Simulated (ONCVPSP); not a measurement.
**Pseudopotential generation for copper: ONCV, PBE**

Aim: build the potential from the settings below, then test how well it stands in for the atom: other configurations, scattering, ghost states and the plane-wave cutoff that it needs.

Program: ONCVPSP 4.0.1.1 (patched build). Reference atom: PBE, scalar-relativistic, spherical and spin-unpolarised. All values are calculated.

## Step 1: The atom and the settings

The settings as typed:

- element: copper (Cu, Z = 29)
- type: optimised norm-conserving Vanderbilt (ONCV)
- frozen core: [Ar]
- valence charge: 11
- reference configuration: 3d10 4s1
- partial waves: 4s: rc 2.35 bohr, ncon 4, nbas 9, qcut 3.1 1/bohr, 3 projectors, debl 1.1 Ha; p scattering state at 0.17 Ha: rc 2.20 bohr, ncon 4, nbas 9, qcut 3.9 1/bohr, 2 projectors, debl 2.1 Ha; 3d: rc 1.10 bohr, ncon 4, nbas 9, qcut 15.7 1/bohr, 2 projectors, debl 3.7 Ha
- local potential: polynomial inside 0.75 bohr (lpopt 4, dvloc0 -1 Ha)
- core correction: Teter function, fcfact 3.75, rcfact 1.5

The outer shells as boxes (Hund's rule for the drawing; the calculation is spin-unpolarised):

```
[Ar] core
3d [↑↓][↑↓][↑↓][↑↓][↑↓]
4s [↑ ]
```

The nodes and maxima of the atom's own shells, from an earlier all-electron run, set the scale for the radii.

All-electron outer shells of the reference configuration (PBE, scalar-relativistic, ld1.x):

| shell | level (eV) | outermost node (bohr) | outermost maximum (bohr) |
| --- | --- | --- | --- |
| 3p | -72.14 | 0.26 | 0.62 |
| 3d | -5.04 | – | 0.60 |
| 4s | -4.61 | 0.89 | 2.27 |
| 4p | -0.70 | 0.97 | 3.65 |

## Step 2: Generating the potential

Contents of Cu.dat:

```
# ATOM AND REFERENCE CONFIGURATION
# atsym  z   nc   nv     iexc    psfile
  Cu 29.00    5    2        4      upf
#
#   n    l    f
    1    0    2.00
    2    0    2.00
    2    1    6.00
    3    0    2.00
    3    1    6.00
    3    2   10.00
    4    0    1.00
#
# PSEUDOPOTENTIAL AND OPTIMIZATION
# lmax
    2
#
#   l,   rc,      ep,       ncon, nbas, qcut
    0    2.35    0.00    4    9    3.10
    1    2.20    0.17    4    9    3.90
    2    1.10    0.00    4    9   15.70
#
# LOCAL POTENTIAL
# lloc, lpopt,  rc(5),   dvloc0
    4    4    0.75   -1.00
#
# VANDERBILT-KLEINMAN-BYLANDER PROJECTORs
# l, nproj, debl
    0    3    1.10
    1    2    2.10
    2    2    3.70
#
# MODEL CORE CHARGE
# icmod, fcfact, rcfact
    3    3.75    1.50
#
# LOG DERIVATIVE ANALYSIS
# epsh1, epsh2, depsh
   -2.00    5.00    0.02
#
# OUTPUT GRID
# rlmax, drl
    6.00    0.01
#
# TEST CONFIGURATIONS
# ncnf
    4
# nvcnf
#   n    l    f
    2
    3    2   10.00
    4    0    0.00
#
    2
    3    2    9.00
    4    0    0.00
#
    2
    3    2    8.00
    4    0    0.00
#
    3
    3    2    9.00
    4    0    1.00
    4    1    1.00
#
```

Command:

```bash
$ oncvpsp.x < Cu.dat > Cu.out
```

Q: Predict the outcome of this session. Wanted: cutoffs for 1 and 0.1 mHa per electron, occupied waves; bound ghosts; GHOST(+) flags; largest test error; largest phase difference near zero energy, channels read; rms error of d²Exc/dn², without and with the model core.

The runs gave:

```
                                                quantity                                       value
  cutoffs for 1 and 0.1 mHa per electron, occupied waves                            88 Ha and 100 Ha
                                            bound ghosts                              s at -24.16 eV
                                          GHOST(+) flags                                  p at 58 eV
                            largest test error (AE − PS)  -76 meV, for 3d9 4s1 4p1 (1 test unsolved)
largest phase difference near zero energy, channels read                                   0.003 rad
 rms error of d²Exc/dn², without and with the model core                           7.63 and 2.16 mHa
```

It has a bound ghost (s), a state that the atom doesn't have, and that rules the file out. By total energies transferability is fair where solved: the largest error is 76 meV on 6.8 eV, for 3d9 4s1 4p1. Of the tests 1 gave no usable energy difference, which is a warning in itself. The potential is very hard: the looser tolerance needs 88 Ha. At the looser tolerance the 3d wave is the slowest; 4s needs 4 Ha. Near zero energy the phases of the channels with partial waves agree within 0.003 rad. The pseudo curves have a pole with no partner nearby in the atom's: s at -0.88 Ha. The program also flags highly localised states, GHOST(+) (p). All of this concerns the isolated atom, not yet a solid.
